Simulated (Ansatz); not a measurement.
# BaHg: elastic constants

How stiff is the crystal, and how unevenly? Runs: cell and atoms relaxed (PAW); reference run (PAW); cell relaxed at 20 GPa (PAW); at 20 GPa (PAW).

Method: DFT LDA, frozen-core PAW, scalar-relativistic unless said, in Ansatz 0.2.0.

2 further runs of the same task are left out: 1 that didn't finish, 1 set aside as unsound or not needed.

### 1 The system as given

Symmetry: Pm-3m, No. 221, cubic system. The conventional cell has a = 4.179 Å, b = 4.179 Å, c = 4.179 Å, α = 90.00°, β = 90.00°, γ = 90.00°. Ba (site symmetry m-3m) has 8 Hg at 3.62 Å as nearest neighbours. Around Hg (site symmetry m-3m) lie 8 Ba at 3.62 Å.

Structure file:

```xyz
2
Lattice="4.1788 0.0000 0.0000 0.0000 4.1788 0.0000 0.0000 0.0000 4.1788" Properties=species:S:1:pos:R:3 pbc="T T T"
Ba    0.0000    0.0000    0.0000
Hg    2.0894    2.0894    2.0894
```

Cartesian axes are those of the input's lattice vectors. The structure goes back to a database entry.

### 2 Cell and atoms relaxed, PAW

The input, input.yaml:

```yaml
crystal:
  lattice:
    - [4.17876004, 0.0, 0.0]
    - [0.0, 4.17876004, 0.0]
    - [0.0, 0.0, 4.17876004]
  atoms:
    - { symbol: Ba, position: [0.0, 0.0, 0.0] }
    - { symbol: Hg, position: [0.5, 0.5, 0.5] }
kpoints:
  mp_grid: { grid: [10, 10, 10] }
scf:
  occupations: { method: fermi_dirac, width: 0.05 }
hamiltonian:
  xc: lda
  pseudopotentials: { kind: paw }
relax:
  f_tol: 0.002
  max_steps: 80
  cell: {}
output:
  forces: true
  stress: true
  write_density: true
  write_potential: true
  elf: true
  volumetric_format: npy
```

On the command line:

```
$ ansatz run input.yaml --threads 1 --pin off --max-ram 2560MiB --backend cpu --events-out ev --progress --plain --runs-dir out
```

### 3 Reference run, PAW

The input, input.yaml:

```yaml
crystal:
  lattice:
    - [4.02351215158, 0.0, 0.0]
    - [0.0, 4.02351215158, 0.0]
    - [0.0, 0.0, 4.02351215158]
  atoms:
    - { symbol: Ba, position: [0.0, 0.0, 0.0] }
    - { symbol: Hg, position: [0.5, 0.5, 0.5] }
kpoints:
  mp_grid: { grid: [10, 10, 10] }
scf:
  occupations: { method: fermi_dirac, width: 0.05 }
hamiltonian:
  xc: lda
  pseudopotentials: { kind: paw }
elastic:
  mode: relaxed_ion
  stencil: two_point
  amplitude: 0.008
```

### 4 Cell relaxed at 20 GPa, PAW

input.yaml, as its differences from that of step 3:

```diff
@@ -15,5 +15,12 @@
   pseudopotentials: { kind: paw }
-elastic:
-  mode: relaxed_ion
-  stencil: two_point
-  amplitude: 0.008
+relax:
+  f_tol: 0.002
+  max_steps: 80
+  cell: { p_target: 20 }
+output:
+  forces: true
+  stress: true
+  write_density: true
+  write_potential: true
+  elf: true
+  volumetric_format: npy
```

### 6 At 20 GPa, PAW

The input, input.yaml:

```yaml
crystal:
  lattice:
    - [3.64589065116, 0.0, 0.0]
    - [0.0, 3.64589065116, 0.0]
    - [0.0, 0.0, 3.64589065116]
  atoms:
    - { symbol: Ba, position: [0.0, 0.0, 0.0] }
    - { symbol: Hg, position: [0.5, 0.5, 0.5] }
kpoints:
  mp_grid: { grid: [10, 10, 10] }
scf:
  occupations: { method: fermi_dirac, width: 0.05 }
hamiltonian:
  xc: lda
  pseudopotentials: { kind: paw }
elastic:
  mode: relaxed_ion
  stencil: two_point
  amplitude: 0.008
```

(Steps that only read results are left out.)

**Question.** What will these runs give? Wanted: C11; C12; C44; bulk, shear and Young's modulus; Debye temperature from sound speeds; universal anisotropy index.

**Answer**, as computed:

| quantity | value |
| --- | --- |
| C11 (PAW) | 54 GPa |
| C12 (PAW) | 23 GPa |
| C44 (PAW) | 21 GPa |
| bulk, shear and Young's modulus | 33, 19, 47 GPa |
| Debye temperature from sound speeds | 152 K |
| universal anisotropy index | 0.11 |

All eigenvalues are positive, so the crystal is mechanically stable; by PAW K = 33 and G = 19 GPa, K/G = 1.76, on the ductile side of Pugh's rough line at 1.75, which was drawn for metals. Young's modulus runs from 41 to 52 GPa with direction. Cautions: frozen-core PAW files fitted under PBE, their cores solved anew for the functional of the run; responses of metals move with mesh and smearing; no spin-orbit coupling on heavy atoms.
